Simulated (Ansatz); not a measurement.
# C₂H₃F₃GeO₂: up Jacob's ladder to CCSD(T)

How much do the methods differ for C₂H₃F₃GeO₂? The plan is to run it at one geometry with functionals of several rungs and with coupled cluster, and see how far each lands from CCSD(T) at the basis-set limit for the atomisation energy.

Computed with Ansatz 0.2.0, Gaussian basis. Level: functionals in def2-TZVPP, the program's frozen cores in correlated methods.

The runs, in order: LDA (SPW92), PBE-D4, revPBE-D4, BLYP-D4, r2SCAN-D4, B97M-V, PBE0-D4, B3LYP-D4, r2SCANh-D4, r2SCAN0-D4, HSE06-D4, BHLYP-D4, CAM-B3LYP-D4, LC-ωPBE, ωB97X-V, ωB97M-V, B2PLYP, PBE-QIDH; CCSD(T)/def2-SVP; CCSD(T)/def2-TZVPP; MP2/def2-QZVPP; extrapolation to the limit; RPA on PBE.

## 1. The relaxed structure

The geometry comes from an earlier relaxation with PBE0-D4 in a triple-zeta def2 set; it is a stationary point, not always the lowest conformer.

SMILES `CC(=O)[O][Ge]([F])([F])[F]`, 11 atoms, charge 0, spin multiplicity 1.

Atoms are counted from 1 here; the program's logs count them from 0.

Bond lengths: C1–C2 1.479 Å, C1–H9 1.092 Å, C1–H10 1.086 Å, C1–H11 1.092 Å, C2–O3 1.235 Å, C2–O4 1.307 Å, O4–Ge5 1.854 Å, Ge5–F6 1.703 Å, Ge5–F7 1.703 Å, Ge5–F8 1.712 Å. Angles: C2–C1–H9 109.0°, C2–C1–H10 110.4°, C2–C1–H11 109.1°, H9–C1–H10 110.5°, H9–C1–H11 107.3°, H10–C1–H11 110.5°, C1–C2–O3 125.6°, C1–C2–O4 119.0°, O3–C2–O4 115.4°, C2–O4–Ge5 95.9°, O4–Ge5–F6 117.6°, O4–Ge5–F7 117.7°, O4–Ge5–F8 96.6°, F6–Ge5–F7 116.0°, F6–Ge5–F8 101.6°, F7–Ge5–F8 101.6°.

## 2. LDA

This LDA is Slater exchange with PW92 correlation.

in.yaml

```yaml
crystal:
  periodic: [false, false, false]
  atoms:
    - {symbol: C, position_ang: [1.150537, -1.465884, 0.752417]}
    - {symbol: C, position_ang: [0.413688, -0.319812, 0.177359]}
    - {symbol: O, position_ang: [0.922300, 0.724601, -0.242487]}
    - {symbol: O, position_ang: [-0.888968, -0.382726, 0.090195]}
    - {symbol: Ge, position_ang: [-1.109863, 1.292473, -0.673873]}
    - {symbol: F, position_ang: [-0.889307, 2.652807, 0.327011]}
    - {symbol: F, position_ang: [-0.656708, 1.484902, -2.304382]}
    - {symbol: F, position_ang: [-2.816538, 1.229455, -0.797069]}
    - {symbol: H, position_ang: [0.794120, -1.643960, 1.768820]}
    - {symbol: H, position_ang: [2.218521, -1.267399, 0.752971]}
    - {symbol: H, position_ang: [0.927620, -2.361556, 0.169538]}
basis:
  gaussian: {orbitals: def2-TZVPP}
hamiltonian: {xc: lda}
output: {orbitals: {seedname: orbitals}}
```

The run is started by

```bash
ansatz run in.yaml --threads 2 --pin off --events-out ev --progress --plain --max-ram 32768MiB --backend cuda --devices 0, --max-vram 18GiB
```

After this run come: PBE-D4 (GGA); revPBE-D4 (GGA); BLYP-D4 (GGA); r2SCAN-D4 (meta-GGA); B97M-V (meta-GGA); PBE0-D4 (hybrid); B3LYP-D4 (hybrid); r2SCANh-D4 (hybrid); r2SCAN0-D4 (hybrid); HSE06-D4 (hybrid); BHLYP-D4 (hybrid); CAM-B3LYP-D4 (range-separated); LC-ωPBE (range-separated); ωB97X-V (range-separated); ωB97M-V (range-separated); B2PLYP (double hybrid); PBE-QIDH (double hybrid); CCSD(T) in def2-SVP; CCSD(T) in def2-TZVPP; MP2 in def2-QZVPP; RPA on PBE orbitals.

**Question.** What will the summary of the whole plan be? Wanted: atomisation energy, CCSD(T)/CBS; farthest beyond LDA; mean size of error, GGA; mean size of error, meta-GGA; mean size of error, hybrid; mean size of error, range-separated; mean size of error, double hybrid; gap, smallest and largest; T1 diagnostic.

**Answer**, as computed:

```
                               quantity                                                                                                                    value
        atomisation energy, CCSD(T)/CBS                                                                                                            4681.1 kJ/mol
 functionals within 46.8 kJ/mol (1.0 %)  revPBE-D4, BLYP-D4, r2SCAN-D4, B97M-V, PBE0-D4, r2SCANh-D4, HSE06-D4, CAM-B3LYP-D4, LC-ωPBE, ωB97X-V, ωB97M-V, PBE-QIDH
                    farthest beyond LDA                                                                                                 BHLYP-D4 (-281.5 kJ/mol)
                mean size of error, GGA                                                                                                              59.2 kJ/mol
           mean size of error, meta-GGA                                                                                                              19.2 kJ/mol
             mean size of error, hybrid                                                                                                              89.9 kJ/mol
    mean size of error, range-separated                                                                                                               6.5 kJ/mol
      mean size of error, double hybrid                                                                                                              50.0 kJ/mol
              gap, smallest and largest                                                                                5.74 eV (LDA (SPW92)), 13.92 eV (LC-ωPBE)
                          T1 diagnostic                                                                                                                   0.0144
triples share of the correlation energy                                                                                                                    3.6 %
```

In words: The LDA atomisation energy is off by 858.3 kJ/mol (18 %): it overbinds. PBE-D4 misses by +148.1 kJ/mol. Double hybrids carry the basis error of their MP2 part in triple zeta, and no dispersion term here, so their miss is partly the set-up's. The rungs range-separated, meta-GGA miss on average by less than the doubt on the reference (46.8 kJ/mol), so they tie. The reference freezes the cores and leaves out relativity and excitations past (T), and its outer-core shells are covered unevenly, so misses under about 46.8 kJ/mol can't be ranked. Hartree-Fock recovers 69 % of the binding; the rest is correlation. CCSD(T) in def2-SVP is off by -281.6 kJ/mol, which most functionals beat. Orbital gaps span 5.7 to 13.9 eV; exact exchange widens them. Correlated methods include outer-core shells of Ge, which these sets cover unevenly.
